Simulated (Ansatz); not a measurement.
Born–Oppenheimer molecular dynamics of a periodic cell of 20 atoms, BaSrInSbO₆ (start crystal BaSrInSbO6, start structure F-43m, volume 1.1 times the crystal's). It starts from an unrelaxed structure (largest force component 0.29 eV/Å).

Level of theory: Ansatz, DFT LDA, scalar-relativistic, plane waves, PAW. Settings: cutoff 420 eV, k mesh 3x3x3, fermi-dirac smearing 0.3 eV, no spin polarisation.

* ensemble: NVT, Langevin thermostat
* time step: 0.75 fs
* steps asked: 200
* set temperature: 3500 K
* friction: 0.02 /fs
* seed: 43873

First frame:

```xyz
20
Lattice="8.5921 4.2961 4.2961 4.2961 8.5921 4.2961 4.2961 4.2961 8.5921" Properties=species:S:1:pos:R:3
Ba 2.148 2.148 2.148
Sr 6.444 6.444 6.444
In 0.000 0.000 0.000
Sb 4.296 4.296 4.296
O 10.821 8.592 8.592
O 6.363 4.296 4.296
O 4.296 4.296 6.363
O 8.592 8.592 10.821
O 8.592 10.821 8.592
O 4.296 6.363 4.296
Ba 10.740 10.740 10.740
Sr 15.036 15.036 15.036
In 8.592 8.592 8.592
Sb 12.888 12.888 12.888
O 10.821 12.888 12.888
O 6.363 8.592 8.592
O 8.592 8.592 6.363
O 12.888 12.888 10.821
O 12.888 10.821 12.888
O 8.592 6.363 8.592
```

Problem. What does the run give?

Solution. All steps were run.

* steps done: 200
* time covered: 150 fs
* mean temperature over the second half: 3197 K
* spread of the potential energy over the second half: 29.3 meV per atom
* mean potential energy of the second half above the start: 356.7 meV per atom

A run of 0.15 ps of so small a system gives no equilibrium averages. Limits of this set-up: coarse k mesh.

Problem. What happens to the structure?

Solution. Mean squared displacements from the first frame to the last, about the centre of mass: Ba 0.06 Å², Sr 0.35 Å², In 0.49 Å², Sb 0.21 Å², O 0.63 Å². This is one draw of velocities; another would differ in detail.

Problem. How do temperature and energy run in time?

Solution. 
```json
{"time (fs)": "0", "T (K)": "3325", "potential energy less start (eV)": "0.000"}
{"time (fs)": "12", "T (K)": "2528", "potential energy less start (eV)": "3.286"}
{"time (fs)": "24", "T (K)": "2634", "potential energy less start (eV)": "4.094"}
{"time (fs)": "36", "T (K)": "2817", "potential energy less start (eV)": "4.950"}
{"time (fs)": "48", "T (K)": "2577", "potential energy less start (eV)": "4.504"}
{"time (fs)": "60", "T (K)": "2525", "potential energy less start (eV)": "3.799"}
{"time (fs)": "72", "T (K)": "2358", "potential energy less start (eV)": "5.234"}
{"time (fs)": "84", "T (K)": "2154", "potential energy less start (eV)": "6.416"}
{"time (fs)": "96", "T (K)": "3528", "potential energy less start (eV)": "6.697"}
{"time (fs)": "108", "T (K)": "3180", "potential energy less start (eV)": "7.948"}
{"time (fs)": "120", "T (K)": "4094", "potential energy less start (eV)": "7.133"}
{"time (fs)": "132", "T (K)": "3827", "potential energy less start (eV)": "7.822"}
{"time (fs)": "144", "T (K)": "3325", "potential energy less start (eV)": "7.134"}
```

The run took 21 min on 4 threads of Intel(R) Xeon(R) Platinum 8488C (Sapphire Rapids), with other jobs on the host, peak memory 1.8 GiB.
